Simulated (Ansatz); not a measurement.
# AlFH₄O₄Si: taking an electron away

Aim: the vertical ionisation energy of AlFH₄O₄Si, as cation minus neutral at the neutral's geometry, on several levels, and how well −ε(HOMO) stands in for it.

Computed with Ansatz 0.2.0, Gaussian basis. Level: unrestricted cation, the program's frozen cores in correlated methods.

Plan: UKS PBE-D4/def2-TZVPP; UKS r2SCAN-D4/def2-TZVPP; UKS PBE0-D4/def2-TZVPP; UKS B3LYP-D4/def2-TZVPP; UKS wB97X-V/def2-TZVPP; UKS wB97M-V/def2-TZVPP; UKS B2PLYP/def2-TZVPP; UHF-CCSD(T)/def2-TZVPP; UHF-MP2/def2-QZVPP; extrapolation to the limit; then −ε(HOMO) from the neutral's earlier runs with LDA (SPW92), PBE-D4, revPBE-D4, BLYP-D4, r2SCAN-D4, B97M-V, PBE0-D4, B3LYP-D4, r2SCANh-D4, r2SCAN0-D4, HSE06-D4, BHLYP-D4, CAM-B3LYP-D4, LC-ωPBE, ωB97X-V, ωB97M-V.

### Step 1. The relaxed structure

The geometry comes from an earlier relaxation with PBE0-D4 in a triple-zeta def2 set; it is a stationary point, not always the lowest conformer.

SMILES `O[Si](O)(O)[O][AlH][F]`, 11 atoms, charge 0, spin multiplicity 1.

Atoms are counted from 1 here; the program's logs count them from 0.

Bond lengths: O1–Si2 1.638 Å, O1–H8 0.958 Å, Si2–O3 1.630 Å, Si2–O4 1.628 Å, Si2–O5 1.617 Å, O3–H9 0.958 Å, O4–H10 0.957 Å, O5–Al6 1.674 Å, Al6–F7 1.646 Å, Al6–H11 1.562 Å. Angles: Si2–O1–H8 116.5°, O1–Si2–O3 112.0°, O1–Si2–O4 113.1°, O1–Si2–O5 104.3°, O3–Si2–O4 103.2°, O3–Si2–O5 113.2°, O4–Si2–O5 111.3°, Si2–O3–H9 116.8°, Si2–O4–H10 116.8°, Si2–O5–Al6 152.3°, O5–Al6–F7 118.4°, O5–Al6–H11 121.9°, F7–Al6–H11 119.6°.

Coordinates:

```mol
AlFH4O4Si
  3D, bonds by distance, orders not assigned

 11 10  0  0  0  0  0  0  0  0999 V2000
   -1.4185    0.5868   -1.1086 O   0  0
   -0.7731    0.0694    0.3057 Si  0  0
   -0.5716    1.2901    1.3665 O   0  0
   -1.7402   -0.9643    1.1090 O   0  0
    0.6163   -0.6381   -0.1231 O   0  0
    2.2170   -0.5856   -0.6114 Al  0  0
    2.9756    0.8750   -0.6535 F   0  0
   -2.3005    0.9588   -1.0646 H   0  0
   -0.1584    2.0876    1.0337 H   0  0
   -1.7831   -1.8613    0.7776 H   0  0
    3.0018   -1.8756   -1.0104 H   0  0
  1  2  8  0
  2  3  8  0
  2  4  8  0
  2  5  8  0
  5  6  8  0
  6  7  8  0
  1  8  8  0
  3  9  8  0
  4 10  8  0
  6 11  8  0
M  END
```

### Step 2. Cation, UKS PBE-D4/def2-TZVPP

Input file in.yaml:

```yaml
crystal:
  periodic: [false, false, false]
  atoms:
    - {symbol: O, position_ang: [-1.418480, 0.586822, -1.108637]}
    - {symbol: Si, position_ang: [-0.773056, 0.069422, 0.305666]}
    - {symbol: O, position_ang: [-0.571583, 1.290131, 1.366537]}
    - {symbol: O, position_ang: [-1.740198, -0.964305, 1.108965]}
    - {symbol: O, position_ang: [0.616346, -0.638111, -0.123127]}
    - {symbol: Al, position_ang: [2.216960, -0.585566, -0.611433]}
    - {symbol: F, position_ang: [2.975577, 0.874953, -0.653527]}
    - {symbol: H, position_ang: [-2.300517, 0.958825, -1.064622]}
    - {symbol: H, position_ang: [-0.158390, 2.087554, 1.033739]}
    - {symbol: H, position_ang: [-1.783106, -1.861333, 0.777565]}
    - {symbol: H, position_ang: [3.001848, -1.875592, -1.010428]}
basis:
  gaussian: {orbitals: def2-TZVPP}
total_charge: 1
magnetization: {spin_polarized: true, initial_magnetization: 1}
hamiltonian: {xc: pbe, dispersion: d4}
```

Started as:

```
$ ansatz run in.yaml --threads 2 --pin off --events-out ev --progress --plain --max-ram 32768MiB --backend cuda --devices 0, --max-vram 18GiB
```

The runs that follow: Cation, UKS r2SCAN-D4/def2-TZVPP; Cation, UKS PBE0-D4/def2-TZVPP; Cation, UKS B3LYP-D4/def2-TZVPP; Cation, UKS wB97X-V/def2-TZVPP; Cation, UKS wB97M-V/def2-TZVPP; Cation, UKS B2PLYP (frozen core)/def2-TZVPP; Cation, UHF-CCSD(T)/def2-TZVPP; Cation, UHF-MP2/def2-QZVPP.

**Question.** What will the summary of the whole plan be? Wanted: ionisation energy, CCSD(T)/def2-TZVPP; nearest functional by difference; nearest −ε(HOMO); −ε(HOMO) of PBE; T1 of the cation.

As calculated:

```
                             quantity               value
ionisation energy, CCSD(T)/def2-TZVPP            11.83 eV
     nearest functional by difference  ωB97X-V (-0.28 eV)
                     nearest −ε(HOMO)  LC-ωPBE (+0.01 eV)
                      −ε(HOMO) of PBE             7.19 eV
                     T1 of the cation               0.060
```

What this shows: Energy differences with functionals land within 1.62 eV of the reference. −ε(HOMO) of PBE misses by 4.6 eV, since self-interaction lifts the level. Among orbital estimates LC-ωPBE comes nearest. Hartree-Fock falls 0.95 eV short, as the neutral has more correlation energy than the cation. The cation's T1 (from the report) is 0.060, above the customary mark of 0.045 for open shells, so the coupled-cluster value is less safe.
